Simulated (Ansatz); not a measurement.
# C2H3ClSi: how energies converge with the basis set

Aim: see how fast density functionals converge with the basis set for C2H3ClSi.

Computed with Ansatz 0.2.0, Gaussian basis. Level: one geometry, several basis sets.

The runs, in order: PBE0-D4/def2-SVP; ωB97M-V/def2-SVP; PBE0-D4/def2-QZVPP; ωB97M-V/def2-QZVPP; the functionals' def2-TZVPP values are taken from earlier runs.

1 further run of the same task is left out (it didn't finish).

## 1. The geometry

The geometry comes from an earlier relaxation with PBE0-D4 in a triple-zeta def2 set; it is a stationary point, not always the lowest conformer.

SMILES `ClC1=C[SiH2]1`, 7 atoms, charge 0, spin multiplicity 1.

Atoms are counted from 1 here; the program's logs count them from 0.

Bond lengths: Cl1–C2 1.700 Å, C2–C3 1.327 Å, C2–Si4 1.804 Å, C3–Si4 1.819 Å, C3–H5 1.082 Å, Si4–H6 1.482 Å, Si4–H7 1.482 Å. Angles: Cl1–C2–C3 135.8°, Cl1–C2–Si4 155.1°, C3–C2–Si4 69.1°, C2–C3–Si4 67.9°, C2–C3–H5 137.0°, Si4–C3–H5 155.1°, C2–Si4–C3 43.0°, C2–Si4–H6 121.6°, C2–Si4–H7 121.6°, C3–Si4–H6 121.6°, C3–Si4–H7 121.6°, H6–Si4–H7 111.4°.

## 2. PBE0-D4 in def2-SVP

in.yaml reads:

```yaml
crystal:
  periodic: [false, false, false]
  atoms:
    - {symbol: Cl, position_ang: [-1.169245, -2.293315, 0.411478]}
    - {symbol: C, position_ang: [-0.358007, -0.819919, 0.163156]}
    - {symbol: C, position_ang: [0.836773, -0.329965, 0.466728]}
    - {symbol: Si, position_ang: [-0.185872, 0.871566, -0.438874]}
    - {symbol: H, position_ang: [1.727498, -0.673809, 0.975570]}
    - {symbol: H, position_ang: [-0.837764, 2.011292, 0.248794]}
    - {symbol: H, position_ang: [0.047816, 1.166150, -1.872551]}
basis:
  gaussian: {orbitals: def2-SVP}
hamiltonian: {xc: pbe0, dispersion: d4}
output: {orbitals: {seedname: orbitals}}
```

After this run come: ωB97M-V in def2-SVP; PBE0-D4 in def2-QZVPP; ωB97M-V in def2-QZVPP.

**Question.** What will the summary of the whole plan be? Wanted: PBE0-D4: double and triple zeta above quadruple; ωB97M-V: double and triple zeta above quadruple.

As calculated:

| quantity | value |
| --- | --- |
| PBE0-D4: double and triple zeta above quadruple | 10.23, 0.75 eV |
| ωB97M-V: double and triple zeta above quadruple | 10.23, 0.70 eV |

In words: PBE0-D4 gains 9.48 eV from double to triple zeta, then 0.75 eV more. Total energies overstate the basis error of differences, where much of it tends to cancel. The LUMO of ωB97M-V is positive and keeps falling with the basis (1.90 to 0.97 eV): an unbound level that the basis holds in place.
